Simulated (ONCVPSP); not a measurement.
# Pseudopotential generation for Lu: ONCV, PBE

Do these settings give a usable potential? It is generated, then checked for transferability, scattering, ghosts and hardness.

Method: ONCVPSP 4.0.1, PBE, scalar-relativistic.

## (1) The design

The settings as typed:

```
element                 : lutetium (Lu, Z = 71)
type                    : optimised norm-conserving Vanderbilt (ONCV)
frozen core             : [Kr]
valence charge          : 35
reference configuration : 4d10 4f13.5 5s2 5p6 5d1.5 6s2
partial waves           : 5s+6s: rc 2.25 bohr, ncon 3, nbas 6, qcut 6.5 1/bohr, 2 projectors; 5p: rc 1.95 bohr, ncon 4, nbas 7, qcut 8.7 1/bohr, 1 projector; 4d+5d: rc 0.85 bohr, ncon 4, nbas 9, qcut 14.9 1/bohr, 3 projectors, debl 1.6 Ha; 4f: rc 0.75 bohr, ncon 3, nbas 7, qcut 23.6 1/bohr, 1 projector
local potential         : polynomial inside 0.60 bohr (lpopt 3, dvloc0 3 Ha)
core correction         : Teter function, fcfact 5.75, rcfact 1.15
```

An earlier all-electron run gives the scale for the radii.

All-electron outer shells of the reference configuration (PBE, scalar-relativistic, ld1.x):

```csv
shell,level (eV),outermost node (bohr),outermost maximum (bohr)
4p,-362.29,0.25,0.47
4d,-195.90,0.23,0.48
5s,-63.14,0.57,1.04
5p,-33.30,0.61,1.19
4f,-13.13,–,0.47
6s,-4.86,1.40,3.00
5d,-2.28,0.68,1.75
6p,-1.38,1.71,4.16
```

## (2) Generating the potential

File Lu.dat:

```
# ATOM AND REFERENCE CONFIGURATION
# atsym  z   nc   nv     iexc    psfile
  Lu 71.00    8    6        4      upf
#
#   n    l    f
    1    0    2.00
    2    0    2.00
    2    1    6.00
    3    0    2.00
    3    1    6.00
    3    2   10.00
    4    0    2.00
    4    1    6.00
    4    2   10.00
    4    3   13.50
    5    0    2.00
    5    1    6.00
    5    2    1.50
    6    0    2.00
#
# PSEUDOPOTENTIAL AND OPTIMIZATION
# lmax
    3
#
#   l,   rc,      ep,       ncon, nbas, qcut
    0    2.25    0.00    3    6    6.50
    1    1.95    0.00    4    7    8.70
    2    0.85    0.00    4    9   14.90
    3    0.75    0.00    3    7   23.60
#
# LOCAL POTENTIAL
# lloc, lpopt,  rc(5),   dvloc0
    4    3    0.60    3.00
#
# VANDERBILT-KLEINMAN-BYLANDER PROJECTORs
# l, nproj, debl
    0    2    3.90
    1    1    2.90
    2    3    1.60
    3    1    3.80
#
# MODEL CORE CHARGE
# icmod, fcfact, rcfact
    3    5.75    1.15
#
# LOG DERIVATIVE ANALYSIS
# epsh1, epsh2, depsh
   -9.00    5.00    0.04
#
# OUTPUT GRID
# rlmax, drl
    6.00    0.01
#
# TEST CONFIGURATIONS
# ncnf
    4
# nvcnf
#   n    l    f
    6
    4    2   10.00
    4    3   14.00
    5    0    2.00
    5    1    6.00
    5    2    1.00
    6    0    2.00
#
    6
    4    2   10.00
    4    3   14.00
    5    0    2.00
    5    1    6.00
    5    2    1.00
    6    0    1.00
#
    6
    4    2   10.00
    4    3   14.00
    5    0    2.00
    5    1    6.00
    5    2    1.00
    6    0    0.00
#
    6
    4    2   10.00
    4    3   14.00
    5    0    2.00
    5    1    6.00
    5    2    1.50
    6    0    1.50
#
```

The run is started by

```sh
oncvpsp.x < Lu.dat > Lu.out
```

What does the calculation give? Wanted: cutoffs for 1 and 0.1 mHa per electron, occupied waves; bound ghosts; GHOST(+) flags; largest test error; largest phase difference near zero energy, channels read; rms error of d²Exc/dn², without and with the model core.

**Answer**, as computed:

| quantity | value |
| --- | --- |
| cutoffs for 1 and 0.1 mHa per electron, occupied waves | 225 Ha and 370 Ha |
| bound ghosts | s at -445.52 eV, p at -244.50 eV |
| GHOST(+) flags | none at low energy (1 near or above the test basis's cutoff) |
| largest test error (AE − PS) | -15 meV, for 4d10 4f14 5s2 5p6 5d1 6s2 |
| largest phase difference near zero energy, channels read | 0.012 rad |
| rms error of d²Exc/dn², without and with the model core | 3.87 and 3.40 mHa |

In words: It has a bound ghost (s, p), a state that the atom doesn't have, and that rules the file out. The worst unpolarised test, 4d10 4f14 5s2 5p6 5d1 6s2, is off by 15 meV on 4.7 eV; by total energies transferability rates as good. Atomic tests can pass in spite of a ghost, since they solve only for the levels asked. It counts as very hard, with 225 Ha needed at the looser tolerance. At the looser tolerance the 4f wave is the slowest; 4d needs 109 Ha. Near zero energy the phases of the channels with partial waves agree within 0.012 rad. All of this concerns the isolated atom, not yet a solid.
